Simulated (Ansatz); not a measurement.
# Na2RuAuC6N6: the cost of one run

Program: Ansatz 0.2.0. Level of theory: DFT PBE, scalar-relativistic, plane waves, PAW. These are calculated values, not measurements.

## (1) The system as given

It takes space group Fm-3m (No. 225, cubic). The conventional cell has a = 10.144 Å, b = 10.144 Å, c = 10.144 Å, α = 90.00°, β = 90.00°, γ = 90.00°. Around Na (site symmetry -43m) lie 12 N at 3.63 Å and 12 C at 3.64 Å. Ru (site symmetry m-3m) is surrounded by 6 N at 1.99 Å. C (site symmetry 4mm) has 1 N at 1.17 Å and 1 Au at 1.92 Å in its first shell of neighbours. Around Au (site symmetry m-3m) lie 6 C at 1.92 Å. N (site symmetry 4mm) is surrounded by 1 C at 1.17 Å and 1 Ru at 1.99 Å.

Coordinates:

```
Na Ru C Au N
1.0
     0.00000    5.07200    5.07200
     5.07200    0.00000    5.07200
     5.07200    5.07200    0.00000
Na Ru C Au N
2 1 6 1 6
Direct
  0.25000 0.25000 0.25000
  0.75000 0.75000 0.75000
  0.50000 0.50000 0.50000
  0.81102 0.18898 0.18898
  0.18898 0.81102 0.18898
  0.18898 0.18898 0.81102
  0.18898 0.81102 0.81102
  0.81102 0.18898 0.81102
  0.81102 0.81102 0.18898
  0.00000 0.00000 0.00000
  0.69568 0.30432 0.30432
  0.30432 0.69568 0.30432
  0.30432 0.30432 0.69568
  0.30432 0.69568 0.69568
  0.69568 0.30432 0.69568
  0.69568 0.69568 0.30432
```

A structure generator made this guess: cyanide-bridged rock-salt net of two metals, 2 guest cations a cell (Fm-3m, No. 225). Its size is a rough estimate.

## (2) The guess as it stands, on a coarse mesh

Contents of input.yaml:

```yaml
crystal:
  lattice:
    - [0.0, 5.072, 5.072]
    - [5.072, 0.0, 5.072]
    - [5.072, 5.072, 0.0]
  atoms:
    - { symbol: Na, position: [0.25, 0.25, 0.25] }
    - { symbol: Na, position: [0.75, 0.75, 0.75] }
    - { symbol: Ru, position: [0.5, 0.5, 0.5], spin: 1.0 }
    - { symbol: C, position: [0.81102129, 0.18897871, 0.18897871] }
    - { symbol: C, position: [0.18897871, 0.81102129, 0.18897871] }
    - { symbol: C, position: [0.18897871, 0.18897871, 0.81102129] }
    - { symbol: C, position: [0.18897871, 0.81102129, 0.81102129] }
    - { symbol: C, position: [0.81102129, 0.18897871, 0.81102129] }
    - { symbol: C, position: [0.81102129, 0.81102129, 0.18897871] }
    - { symbol: Au, position: [0.0, 0.0, 0.0] }
    - { symbol: "N", position: [0.69568218, 0.30431782, 0.30431782] }
    - { symbol: "N", position: [0.30431782, 0.69568218, 0.30431782] }
    - { symbol: "N", position: [0.30431782, 0.30431782, 0.69568218] }
    - { symbol: "N", position: [0.30431782, 0.69568218, 0.69568218] }
    - { symbol: "N", position: [0.69568218, 0.30431782, 0.69568218] }
    - { symbol: "N", position: [0.69568218, 0.69568218, 0.30431782] }
basis:
  ecutwfc: 420
kpoints:
  mp_grid: { grid: [4, 4, 4] }
hamiltonian:
  xc: pbe
scf:
  occupations: { method: gaussian, width: 0.1 }
  lower_state_search: "off"
output:
  forces: true
  stress: true
  eigenvalues: true
  populations: true
magnetization:
  spin_polarized: true
```

Launch:

```console
ansatz run input.yaml --threads 1 --pin off --max-ram 2560MiB --backend cpu --events-out ev --progress --plain --runs-dir out
```

What time and memory should one allow on 1 thread of AMD EPYC 9R45 (Zen 5), shared host?

About 13 s, with a peak of 0.79 GiB.
